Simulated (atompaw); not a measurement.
# Pseudopotential generation for Sb: PAW (atompaw), PBE

Aim: build the potential from the settings below, then test how well it stands in for the atom: scattering, ghost states and the plane-wave cutoff that it needs.

Method: atompaw 4.2.0.5, PBE, scalar-relativistic.

## 1. The atom and the settings

Typed settings, in words:

* element: antimony (Sb, Z = 51)
* type: PAW
* frozen core: [Ar] 3d10
* valence charge: 23
* reference configuration: 4s2 4p6 4d10 5s2 5p3
* partial waves: 4s (bound): rc 1.45 bohr; 5s (bound): rc 1.05 bohr; 4p (bound): rc 0.95 bohr; 5p (bound): rc 1.55 bohr; 4d (bound): rc 1.55 bohr; 4d channel at -1.3 Ry: rc 1.55 bohr
* local potential: troulliermartins scheme with l = 3 at 0 Ry, radius 1.20 bohr
* core correction: smooth core density matched at 0.85 bohr
* augmentation charge: sinc compensation charge, radius 1.45 bohr; PAW radius 1.55 bohr; waves and projectors: custom polynom2 7 10 vanderbiltortho

The nodes and maxima of the atom's own shells, from an earlier all-electron run, set the scale for the radii.

All-electron outer shells of the reference configuration (PBE, scalar-relativistic, ld1.x):

```
shell  level (eV)  outermost node (bohr)  outermost maximum (bohr)
   3p     -750.40                   0.13                      0.29
   3d     -515.87                      –                      0.24
   4s     -148.83                   0.39                      0.73
   4p     -101.79                   0.39                      0.76
   4d      -33.51                   0.38                      0.84
   5s      -12.83                   0.95                      1.90
   5p       -4.83                   1.04                      2.35
```

## 2. Generating the potential

Contents of Sb.input:

```
Sb 51
GGA-PBE scalarrelativistic loggrid 1500 logderivrange -13 5 451
5 5 4 0 0 0
5 1 3
0 0 0
c
c
c
v
v
c
c
v
v
c
v
2
1.55 1.45 1.20 0.85
n
n
y
-1.3
n
custom polynom2 7 10 vanderbiltortho sinc
3 0 troulliermartins
1.45
1.05
0.95
1.55
1.55
1.55
PWSCFOUT
UPFDX 0.0125d0 UPFXMIN -7.d0 UPFZMESH 51.d0
END
```

On the command line:

```bash
$ atompaw < Sb.input > Sb.log
```

**Question.** What will these runs give? Wanted: cutoffs; bound ghosts; largest phase difference near zero energy, channels read; lowest eigenvalue of the overlap; share of valence orbitals outside the PAW sphere; UPF file.

**Answer**, as computed:

```
                                                quantity                                      value
                                                 cutoffs                             not determined
                                            bound ghosts                             not determined
largest phase difference near zero energy, channels read                                  0.011 rad
         lowest eigenvalue of the overlap (Bessel basis)                                  0.554 (p)
        share of valence orbitals outside the PAW sphere  4s 1 %, 5s 82 %, 4p 2 %, 5p 93 %, 4d 11 %
                                                UPF file                                    written
```

In words: Even at 400 Ry an occupied level stays 62 mRy from its reference, so no cutoffs are read. The basis also finds an s level at -18.32 Ry, below the valence levels, which may be a ghost. Ghosts could not be judged. Near zero energy the phases of the channels with partial waves agree within 0.011 rad. All of this concerns the isolated atom, not yet a solid.
